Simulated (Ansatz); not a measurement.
**CH5NO2W: how energies converge with the basis set**

One table from this session's results is given with a row withheld; the runs are named, their logs left out.

The runs use Ansatz 0.2.0, Gaussian basis; one geometry, several basis sets.

The runs, in order: PBE0-D4/def2-SVP; ωB97M-V/def2-SVP; PBE0-D4/def2-QZVPP; ωB97M-V/def2-QZVPP; the functionals' def2-TZVPP values are taken from earlier runs.

## The geometry

All runs share one geometry, relaxed beforehand with PBE0-D4 in a triple-zeta def2 set. W takes the def2 core potential; no spin-orbit term is included.

SMILES `[CH3][W]([NH2])(=[O])=[O]`, 10 atoms, charge 0, spin multiplicity 1.

Atoms are counted from 1 here; the program's logs count them from 0.

Bond lengths: C1–W2 2.117 Å, C1–H6 1.093 Å, C1–H7 1.093 Å, C1–H8 1.093 Å, W2–N3 1.938 Å, W2–O4 1.708 Å, W2–O5 1.708 Å, N3–H9 1.010 Å, N3–H10 1.010 Å. Angles: W2–C1–H6 109.8°, W2–C1–H7 110.4°, W2–C1–H8 110.4°, H6–C1–H7 108.6°, H6–C1–H8 108.5°, H7–C1–H8 109.2°, C1–W2–N3 108.1°, C1–W2–O4 105.6°, C1–W2–O5 105.6°, N3–W2–O4 112.2°, N3–W2–O5 112.1°, O4–W2–O5 112.7°, W2–N3–H9 123.5°, W2–N3–H10 123.5°, H9–N3–H10 110.8°.

The first run:

Input file in.yaml:

```yaml
crystal:
  periodic: [false, false, false]
  atoms:
    - {symbol: C, position_ang: [-1.528088, -0.299338, 0.173213]}
    - {symbol: W, position_ang: [0.304991, 0.452328, -0.572753]}
    - {symbol: N, position_ang: [1.732733, -0.210894, 0.557535]}
    - {symbol: O, position_ang: [0.424906, -0.133687, -2.172627]}
    - {symbol: O, position_ang: [0.166223, 2.153297, -0.503357]}
    - {symbol: H, position_ang: [-2.354411, 0.061837, -0.444349]}
    - {symbol: H, position_ang: [-1.528527, -1.392227, 0.150230]}
    - {symbol: H, position_ang: [-1.687883, 0.038960, 1.200337]}
    - {symbol: H, position_ang: [2.159378, 0.333823, 1.293574]}
    - {symbol: H, position_ang: [2.310679, -1.004109, 0.318207]}
basis:
  gaussian: {orbitals: def2-SVP}
hamiltonian: {xc: pbe0, dispersion: d4}
output: {orbitals: {seedname: orbitals}}
```

Started as:

```bash
> ansatz run in.yaml --threads 4 --pin off --events-out ev --progress --plain --max-ram 10444MiB
```

Steps of the session up to this table: PBE0-D4 in def2-SVP; ωB97M-V in def2-SVP; PBE0-D4 in def2-QZVPP; ωB97M-V in def2-QZVPP.

One of the session's tables, all rows but one given; the rest of the session is left out.

It belongs to the step «Functionals by basis». 

```
functional       basis  HOMO (eV)
   PBE0-D4    def2-SVP      -8.60
   PBE0-D4  def2-TZVPP      -8.64
   PBE0-D4  def2-QZVPP          ?
   ωB97M-V    def2-SVP     -10.96
   ωB97M-V  def2-TZVPP     -11.04
   ωB97M-V  def2-QZVPP     -11.07
```

Q: Estimate the row for PBE0-D4, def2-QZVPP from the others.

The run gave: HOMO (eV): -8.67. In the column «HOMO (eV)» it lies between ωB97M-V, def2-SVP (-10.96) and PBE0-D4, def2-TZVPP (-8.64).
